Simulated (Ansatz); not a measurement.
# MoW4: the cost of one run

Computed with Ansatz 0.2.0 (DFT PBE, scalar-relativistic, plane waves, PAW, unless a step's input says otherwise).

3 further runs of the same task are left out: 2 that didn't finish, 1 set aside as unsound or not needed.

## 1. The system as given

Symmetry: R-3m, No. 166, trigonal system. Conventional cell: a = 4.623 Å, b = 4.623 Å, c = 14.154 Å, α = 90.00°, β = 90.00°, γ = 120.00°. Mo (site symmetry -3m) is surrounded by 8 W at 2.83 Å. W (site symmetry 3m) has 7 W at 2.83 Å and 1 Mo at 2.83 Å as nearest neighbours. W (site symmetry 3m) is surrounded by 3 Mo at 2.83 Å and 5 W at 2.83 Å.

Structure file:

```
Mo W
1.0
     2.31126    1.33441    4.71784
    -2.31126    1.33441    4.71784
     0.00000   -2.66881    4.71784
Mo W
1 4
Direct
  0.50000 0.50000 0.50000
  0.70000 0.70000 0.70000
  0.10000 0.10000 0.10000
  0.90000 0.90000 0.90000
  0.30000 0.30000 0.30000
```

The start is an ordering of an alloy on its end members' structure types: elements ordered on the sites of the Pb type, Mo/W on Pb (R-3m, No. 166).

## 2. Probe: one point on a coarse mesh

File input.yaml:

```yaml
crystal:
  lattice:
    - [2.311259, 1.334406, 4.71783767]
    - [-2.311259, 1.334406, 4.71783767]
    - [0.0, -2.66881201, 4.71783767]
  atoms:
    - { symbol: Mo, position: [0.5, 0.5, 0.5] }
    - { symbol: W, position: [0.7, 0.7, 0.7] }
    - { symbol: W, position: [0.1, 0.1, 0.1] }
    - { symbol: W, position: [0.9, 0.9, 0.9] }
    - { symbol: W, position: [0.3, 0.3, 0.3] }
basis:
  ecutwfc: 420
kpoints:
  mp_grid: { grid: [6, 6, 6] }
hamiltonian:
  xc: pbe
scf:
  occupations: { method: gaussian, width: 0.1 }
  lower_state_search: "off"
output:
  forces: true
  stress: true
  eigenvalues: true
```

Launch:

```sh
> ansatz run input.yaml --threads 1 --pin off --max-ram 2560MiB --backend cpu --events-out ev --progress --plain --runs-dir out
```

What time and memory should one allow on 1 thread of AMD EPYC 7R43 (Zen 3), shared host?

About 5.8 s, with a peak of 0.48 GiB.
